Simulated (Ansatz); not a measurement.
# CH₈GeSi₂: one species, many methods

One table from this session's results is given with a row withheld; the runs are named, their logs left out.

Program: Ansatz 0.2.0, Gaussian basis. Level of theory: functionals in def2-TZVPP, the program's frozen cores in correlated methods. These are calculated values, not measurements.

The runs, in order: LDA (SPW92), PBE-D4, revPBE-D4, BLYP-D4, r2SCAN-D4, B97M-V, PBE0-D4, B3LYP-D4, r2SCANh-D4, r2SCAN0-D4, HSE06-D4, BHLYP-D4, CAM-B3LYP-D4, LC-ωPBE, ωB97X-V, ωB97M-V, B2PLYP, PBE-QIDH; CCSD(T)/def2-SVP; CCSD(T)/def2-TZVPP; MP2/def2-QZVPP; extrapolation to the limit; RPA on PBE.

### The geometry

An earlier PBE0-D4 in a triple-zeta def2 set relaxation fixed the geometry.

SMILES `[CH2]1[SiH2][SiH2][GeH2]1`, 12 atoms, charge 0, spin multiplicity 1.

Atoms are counted from 1 here; the program's logs count them from 0.

Bond lengths: C1–Si2 1.892 Å, C1–Ge4 1.994 Å, C1–H5 1.094 Å, C1–H6 1.090 Å, Si2–Si3 2.349 Å, Si2–H7 1.490 Å, Si2–H8 1.490 Å, Si3–Ge4 2.399 Å, Si3–H9 1.489 Å, Si3–H10 1.486 Å, Ge4–H11 1.540 Å, Ge4–H12 1.540 Å. Angles: Si2–C1–Ge4 97.7°, Si2–C1–H5 110.4°, Si2–C1–H6 116.4°, Ge4–C1–H5 107.9°, Ge4–C1–H6 115.5°, H5–C1–H6 108.5°, C1–Si2–Si3 91.0°, C1–Si2–H7 116.1°, C1–Si2–H8 109.9°, Si3–Si2–H7 121.3°, Si3–Si2–H8 109.2°, H7–Si2–H8 108.3°, Si2–Si3–Ge4 76.1°, Si2–Si3–H9 113.8°, Si2–Si3–H10 121.4°, Ge4–Si3–H9 111.5°, Ge4–Si3–H10 121.1°, H9–Si3–H10 109.5° and more.

Set-up of the first run:

in.yaml

```yaml
crystal:
  periodic: [false, false, false]
  atoms:
    - {symbol: C, position_ang: [-1.230175, 0.128871, -0.582224]}
    - {symbol: Si, position_ang: [-0.701236, 0.423318, 1.210029]}
    - {symbol: Si, position_ang: [1.367145, -0.617106, 0.813514]}
    - {symbol: Ge, position_ang: [0.592000, -0.021916, -1.376997]}
    - {symbol: H, position_ang: [-1.720331, -0.844028, -0.679317]}
    - {symbol: H, position_ang: [-1.875634, 0.886482, -1.027334]}
    - {symbol: H, position_ang: [-1.631475, -0.079868, 2.259397]}
    - {symbol: H, position_ang: [-0.480488, 1.879256, 1.440301]}
    - {symbol: H, position_ang: [1.346937, -2.092564, 1.016194]}
    - {symbol: H, position_ang: [2.632620, -0.059436, 1.357844]}
    - {symbol: H, position_ang: [0.687914, -1.015593, -2.549652]}
    - {symbol: H, position_ang: [1.089724, 1.357485, -1.847753]}
basis:
  gaussian: {orbitals: def2-TZVPP}
hamiltonian: {xc: lda}
output: {orbitals: {seedname: orbitals}}
```

Launch:

```bash
$ ansatz run in.yaml --threads 4 --pin off --events-out ev --progress --plain --max-ram 10444MiB
```

Steps of the session up to this table: LDA; PBE-D4 (GGA); revPBE-D4 (GGA); BLYP-D4 (GGA); r2SCAN-D4 (meta-GGA); B97M-V (meta-GGA); B3LYP-D4 (hybrid); r2SCANh-D4 (hybrid); r2SCAN0-D4 (hybrid); HSE06-D4 (hybrid); BHLYP-D4 (hybrid); CAM-B3LYP-D4 (range-separated); LC-ωPBE (range-separated); ωB97X-V (range-separated); ωB97M-V (range-separated); B2PLYP (double hybrid); PBE-QIDH (double hybrid).

One table of the session follows, with a row left open; its other results are not shown here.

It belongs to the step «Frontier levels by functional». 

| functional | HOMO (eV) | gap (eV) |
| --- | --- | --- |
| LDA (SPW92) | ? | ? |
| PBE-D4 | -6.25 | 5.05 |
| revPBE-D4 | -6.21 | 5.07 |
| BLYP-D4 | -6.10 | 5.10 |
| r2SCAN-D4 | -6.48 | 5.47 |
| B97M-V | -6.56 | 5.38 |
| PBE0-D4 | -7.24 | 6.86 |
| B3LYP-D4 | -7.06 | 6.54 |
| r2SCANh-D4 | -6.84 | 6.13 |
| r2SCAN0-D4 | -7.39 | 7.11 |
| HSE06-D4 | -6.86 | 6.09 |
| BHLYP-D4 | -8.12 | 8.64 |
| CAM-B3LYP-D4 | -8.44 | 9.11 |
| LC-ωPBE | -9.70 | 11.46 |
| ωB97X-V | -9.40 | 11.01 |
| ωB97M-V | -9.19 | 10.49 |

Estimate the missing values for LDA (SPW92).

As computed: HOMO (eV): -6.35; gap (eV): 5.01. In the column «HOMO (eV)» it lies between r2SCAN-D4 (-6.48) and PBE-D4 (-6.25).
